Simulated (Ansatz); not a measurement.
# SiC (F-43m): energy and pressure against volume

One table from this session's results is given with a row withheld; the runs are named, their logs left out.

Program: Ansatz 0.2.0. Level of theory: DFT PBE, scalar-relativistic, plane waves, PAW. These are calculated values, not measurements.

## The structure to begin with

The structure is cubic, space group F-43m (No. 216). The conventional cell has a = 4.380 Å, b = 4.380 Å, c = 4.380 Å, α = 90.00°, β = 90.00°, γ = 90.00°. Around Si (site symmetry -43m) lie 4 C at 1.90 Å. C (site symmetry -43m) is surrounded by 4 Si at 1.90 Å.

Structure file:

```xyz
2
Lattice="0.0000 2.1898 2.1898 2.1898 0.0000 2.1898 2.1898 2.1898 0.0000" Properties=species:S:1:pos:R:3 pbc="T T T"
Si    0.0000    0.0000    0.0000
C     1.0949    1.0949    1.0949
```

An earlier run at PBE left this cell at 10.501 Å³/atom and 0.01 GPa (18×18×18 mesh).

The first run:

input.yaml

```yaml
crystal:
  lattice:
    - [0.0, 2.1602472508, 2.1602472508]
    - [2.1602472508, 0.0, 2.1602472508]
    - [2.1602472508, 2.1602472508, 0.0]
  atoms:
    - { symbol: Si, position: [0.0, 0.0, 0.0] }
    - { symbol: C, position: [0.25, 0.25, 0.25] }
basis:
  ecutwfc: 420
  ecutrho_ratio: 4
kpoints:
  mp_grid: { grid: [18, 18, 18] }
hamiltonian:
  xc: pbe
scf:
  occupations: { method: gaussian, width: 0.05 }
output:
  forces: true
  stress: true
  eigenvalues: true
```

The run is started by

```
> ansatz run input.yaml --threads 1 --pin off --max-ram 2560MiB --backend cpu --events-out ev --progress --plain --runs-dir out
```

Among the steps run: Volume × 0.96; Volume × 1.04; Volume × 0.92; Volume × 0.88; Volume × 0.84; Volume × 0.8; Volume × 0.76; Volume × 0.72; Volume × 0.68; Volume × 0.64.

One of the session's tables, all rows but one given; the rest of the session is left out.

```
volume (Å³/atom)  energy above the lowest (meV/atom)  pressure (GPa)  gap on the mesh (eV)
           6.721                              1819.6           219.2                  0.84
           7.141                              1312.1           169.8                  0.92
           7.561                                   ?               ?                     ?
           7.981                               622.4            98.5                  1.08
           8.401                               399.0            72.8                  1.14
           8.821                               236.5            51.9                  1.20
           9.241                               123.6            34.8                  1.25
           9.661                                51.1            20.9                  1.29
          10.081                                11.9             9.4                  1.34
          10.501                                 0.0             0.0                  1.37
          10.921                                10.4            -7.7                  1.41
```

Q: Estimate the row for volume (Å³/atom) = 7.561 from the others.

Worked estimate for «energy above the lowest (meV/atom)». A straight line through the neighbours (7.141, 1312.1) and (7.981, 622.4) gives 1312.1 + (622.4 − 1312.1) × (7.561 − 7.141) / (7.981 − 7.141) = 967.2; a parabola fitted to 4 rows on both sides gives 919.9.

As computed: energy above the lowest (meV/atom): 920.8; pressure (GPa): 130.3; gap on the mesh (eV): 1.00. In «energy above the lowest (meV/atom)» the line misses by +46.4 and the parabola by -0.9.

Caveats from the session: Other structures may be lower in enthalpy at these pressures.
